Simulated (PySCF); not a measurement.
# RuO(OH)2: structure of the singlet

Aim: relax RuO(OH)2 as a singlet from a T-shaped (ligand arrangement 1) start, check by its vibrations whether the end is a minimum, and collect its spectrum and constants.

The runs use PySCF 2.14.0; PBE0, basis Ru def2-SVP with ECP28, O def2-SVP, H def2-SVP, scalar-relativistic core potentials, no spin–orbit coupling, density fitting.

## Step 1: Where the work starts

6 atoms, charge 0, spin multiplicity 1.

Bond lengths: Ru1–O2 1.710 Å, Ru1–O3 1.880 Å, Ru1–O4 1.880 Å, O3–H5 0.960 Å, O4–H6 0.960 Å. Angles: O2–Ru1–O3 88.0°, O2–Ru1–O4 88.0°, O3–Ru1–O4 176.0°, Ru1–O3–H5 130.0°, Ru1–O4–H6 130.0°.

Z-matrix (Å, degrees; charge 0 multiplicity 1):
```
Ru
O  1 1.7100
O  1 1.8800 2 88.00
O  1 1.8800 2 88.00 3 180.00
H  3 0.9600 1 130.00 2 90.00
H  4 0.9600 1 130.00 2 90.00
```

## Step 2: Relaxing the singlet from the T-shaped (ligand arrangement 1) start

One driver script runs all steps and calls PySCF; scf.py shows how it sets up the SCF of each step. The optimiser is the driver's own. Before each start the driver seeks the lowest SCF state from one or more starting densities and follows internal instabilities, so scf.py alone need not reach the same state.

The program finds C2 symmetry in the start, which this walk keeps. Threshold on the gradient: 0.0003 Eh/bohr, with a further test on the energy change.

scf.py reads:

```python
from pyscf import gto, scf, dft
mol = gto.M(atom='''
Ru     0.000000     0.000000    -0.195026
O      0.000000     0.000000     1.514974
O      1.878900    -0.000000    -0.129426
O     -1.878900     0.000000    -0.129426
H      2.495600    -0.735400    -0.107926
H     -2.495600     0.735400    -0.107926''',
    basis={'Ru': 'def2-SVP', 'O': 'def2-SVP', 'H': 'def2-SVP'},
    ecp={'Ru': 'def2-SVP'},
    charge=0, spin=0)
mf = dft.RKS(mol, xc='PBE0')
mf.grids.atom_grid = (50, 194)
aux = {'Ru': 'def2-universal-JKFIT', 'O': 'def2-universal-JKFIT', 'H': 'def2-universal-JKFIT'}
mf = mf.density_fit(auxbasis=aux)
mf.kernel()
```

The optimiser's trace:

```tsv
step	energy (Eh)	change (kJ/mol)	largest symmetric gradient (Eh/bohr)
0	-321.206805	0.00	0.14085
1	-321.244637	-99.33	0.04583
2	-321.266516	-156.77	0.05907
3	-321.281409	-195.87	0.02952
4	-321.295326	-232.41	0.02354
5	-321.304746	-257.14	0.01648
6	-321.308365	-266.64	0.01326
7	-321.309294	-269.08	0.00242
8	-321.309397	-269.35	0.00527
9	-321.309535	-269.72	0.00550
10	-321.309761	-270.31	0.00503
11	-321.310037	-271.03	0.00386
12	-321.310272	-271.65	0.00170
13	-321.310306	-271.74	0.00041
14	-321.310305	-271.74	0.00140
15	-321.310310	-271.75	0.00019
16	-321.310311	-271.75	0.00010
```

The walk took 19 s on 4 threads, shared host.

End point (C2, 16 steps, 271.8 kJ/mol gained): O–H 0.971 Å (×2), Ru–O 1.610 Å, Ru–O 1.848 Å (×2); H–O–Ru 113.4° (×2), O–Ru–O 109.1°, O–Ru–O 125.4° (×2).

## Step 3: Frequencies

On the finer grid the gradient is checked again; gradients at displacements of ±0.01 bohr then give force constants and infrared intensities.

Changes to scf.py since step 2:

```diff
@@ -3,6 +3,6 @@
-Ru     0.000000     0.000000    -0.195026
-O      0.000000     0.000000     1.514974
-O      1.878900    -0.000000    -0.129426
-O     -1.878900     0.000000    -0.129426
-H      2.495600    -0.735400    -0.107926
-H     -2.495600     0.735400    -0.107926''',
+Ru    -0.000000     0.000000     0.075349
+O      0.000000    -0.000000     1.685658
+O      1.494807     0.176533    -0.996345
+O     -1.494807    -0.176533    -0.996345
+H      1.823683    -0.668625    -1.341965
+H     -1.823683     0.668625    -1.341965''',
@@ -13 +13 @@
-mf.grids.atom_grid = (50, 194)
+mf.grids.atom_grid = (75, 302)
```

This SCF starts from the last density.

Log of the central SCF (cycles and frontier levels):

```text
init E= -321.310331441213
  HOMO = -0.259036050633771  LUMO = -0.137697240520797  gap/eV = 3.30180
cycle= 1 E= -321.310331441077  delta_E= 1.36e-10  |g|= 2.82e-05  |ddm|= 2.32e-05
  HOMO = -0.259034333173983  LUMO = -0.137699197581775  gap/eV = 3.30170
cycle= 2 E= -321.310331439106  delta_E= 1.97e-09  |g|= 0.000106  |ddm|= 7.91e-05
  HOMO = -0.259036679029871  LUMO = -0.137698831002677  gap/eV = 3.30177
cycle= 3 E= -321.310331441218  delta_E= -2.11e-09  |g|= 6.56e-06  |ddm|= 6.28e-05
  HOMO = -0.259036118809836  LUMO = -0.13769820193151  gap/eV = 3.30177
cycle= 4 E= -321.31033144123  delta_E= -1.21e-11  |g|= 8.78e-07  |ddm|= 5.35e-06
  HOMO = -0.259035986563965  LUMO = -0.137698065399288  gap/eV = 3.30177
Extra cycle  E= -321.310331441228  delta_E= 1.93e-12  |g|= 1.42e-06  |ddm|= 1.69e-06
converged SCF energy = -321.310331441228
```

The whole step took 31 s.

Geometry: C2; O–H 0.971 Å (×2), Ru–O 1.610 Å, Ru–O 1.848 Å (×2); H–O–Ru 113.4° (×2), O–Ru–O 109.1°, O–Ru–O 125.5° (×2).

Modes, for the most abundant isotopes:

```json
{"symmetry": "b", "ω (cm⁻¹)": "135", "IR (km/mol)": "6.1", "μ (u)": "13.59"}
{"symmetry": "a", "ω (cm⁻¹)": "192", "IR (km/mol)": "1.0", "μ (u)": "4.82"}
{"symmetry": "b", "ω (cm⁻¹)": "205", "IR (km/mol)": "8.2", "μ (u)": "7.02"}
{"symmetry": "a", "ω (cm⁻¹)": "455", "IR (km/mol)": "159", "μ (u)": "1.19"}
{"symmetry": "b", "ω (cm⁻¹)": "490", "IR (km/mol)": "90.2", "μ (u)": "1.17"}
{"symmetry": "b", "ω (cm⁻¹)": "690", "IR (km/mol)": "245", "μ (u)": "13.67"}
{"symmetry": "a", "ω (cm⁻¹)": "700", "IR (km/mol)": "44.8", "μ (u)": "6.55"}
{"symmetry": "b", "ω (cm⁻¹)": "760", "IR (km/mol)": "100", "μ (u)": "1.10"}
{"symmetry": "a", "ω (cm⁻¹)": "807", "IR (km/mol)": "71.9", "μ (u)": "1.17"}
{"symmetry": "a", "ω (cm⁻¹)": "1089", "IR (km/mol)": "189", "μ (u)": "17.85"}
{"symmetry": "b", "ω (cm⁻¹)": "3791", "IR (km/mol)": "183", "μ (u)": "1.06"}
{"symmetry": "a", "ω (cm⁻¹)": "3797", "IR (km/mol)": "66.9", "μ (u)": "1.07"}
```

Every mode is real; the point is a minimum.

Constants and moments:

| Quantity | Value |
| --- | --- |
| Dipole moment | 1.36 D |
| Highest occupied level | -7.05 eV |
| Lowest empty level | -3.75 eV |
| Rotational constants | 0.2105, 0.2035, 0.1053 cm⁻¹ |
| Zero-point energy | 78.4 kJ/mol |
| Principal polarisabilities | 33.3, 42.5, 45.8 bohr³ |
| Atomisation energy without zero-point energy | 2007 kJ/mol |
| Principal traceless quadrupole moments about the centre of mass | -8.33, -1.60, 9.94 D Å |
| Entropy at 298.15 K and 1 bar | 312.8 J/(mol K) |
| Heat capacity Cp at 298.15 K | 81.6 J/(mol K) |
| Enthalpy at 298.15 K above 0 K | 17.03 kJ/mol |
| Rotational symmetry number | 2 |

Populations by atom (charges in e):

```tsv
atom	Mulliken	Löwdin	polar tensor	Mayer order to Ru1
Ru1	0.75	0.03	1.58	–
O2	-0.34	-0.01	-0.69	2.11
O3,4	-0.43	-0.12	-0.76	1.09
H5,6	0.23	0.11	0.32	0.03
```

Outer orbital energies (eV). occupied: -12.79, -11.99, -11.27, -10.20, -10.03, -9.46, -7.55, -7.05; empty: -3.75, -2.02, -1.55, 0.36.

Mulliken populations on Ru1 (outside its core potential): s 2.53, p 6.37, d 6.31, f 0.04.

## Step 4: Would spin polarisation lower it?

At the lowest minimum the closed shell is tested against spin polarisation, on the (50, 194) grid. It is unstable: an open-shell solution lies lower. That solution was not followed to a minimum here.

## Step 5: Summary of results

| quantity | value |
| --- | --- |
| minimum | singlet, C2 (closed shell, unstable towards spin polarisation) |
| geometry | O–H 0.971 Å (×2), Ru–O 1.610 Å, Ru–O 1.848 Å (×2); H–O–Ru 113.4° (×2), O–Ru–O 109.1°, O–Ru–O 125.5° (×2) |
| wavenumbers (cm⁻¹) | 135 (b), 192 (a), 205 (b), 455 (a), 490 (b), 690 (b), 700 (a), 760 (b), 807 (a), 1089 (a), 3791 (b), 3797 (a) |
| dipole moment | 1.36 D |
| highest occupied, lowest empty level | -7.05, -3.75 eV |
| polar-tensor charge of Ru1 | +1.58 e |
| zero-point energy | 78.4 kJ/mol |

In words: The T-shaped (ligand arrangement 1) start keeps its C2 symmetry and ends in a minimum. In the infrared the band at 690 cm⁻¹ (b) leads. Only this shape and spin were tried, so other structures or states may lie lower. A stability analysis at the minimum finds the closed shell unstable towards spin polarisation: an open-shell solution lies lower, and these values are not those of the lowest state.

The search up to here took 56 s.
